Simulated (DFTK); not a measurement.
Crystal: HPbNO4.

```
H Pb N O
1.0
     3.85707    0.00178   -0.03658
     0.17353    4.33436   -0.01647
     0.75803    0.83873    5.87662
H Pb N O
1 1 1 4
Cartesian
  2.6784 4.0493 1.1289
  3.2640 2.7055 5.3570
  3.1776 1.4531 2.9117
  1.3252 2.6900 4.5562
  2.9731 4.6255 2.8902
  2.3661 4.0462 0.1903
  3.3249 2.1006 1.8421
```

The cell was built by a generator and needn't be a form met in nature.

Base run:

* Program: DFTK 0.8.2
* Functional: TASK
* Potentials or basis: SG15 1.2 (PBE)
* Cutoff: 1225 eV
* k mesh: 4 × 4 × 3
* Occupations: fermi-dirac, width 0.05 eV
* Spin: no spin polarisation

Its results: band gap on the k mesh 0.41 eV, indirect (least direct gap 0.90 eV); pressure 3.7 GPa.

**Question.** The run is repeated on the same cell with these changes: functional from TASK to r2SCAN. What comes out?

**Answer.** Band gap on the k mesh 0.50 eV, indirect (least direct gap 0.94 eV); pressure -3.4 GPa.

Caveats: the potentials were made for another functional, which shifts forces and pressure; spin-orbit coupling is left out, which as a rule narrows the gap of such compounds by several tenths of an eV; the mesh misses the band edges, which the band path finds closer together.

Not every run made on this cell is shown here.
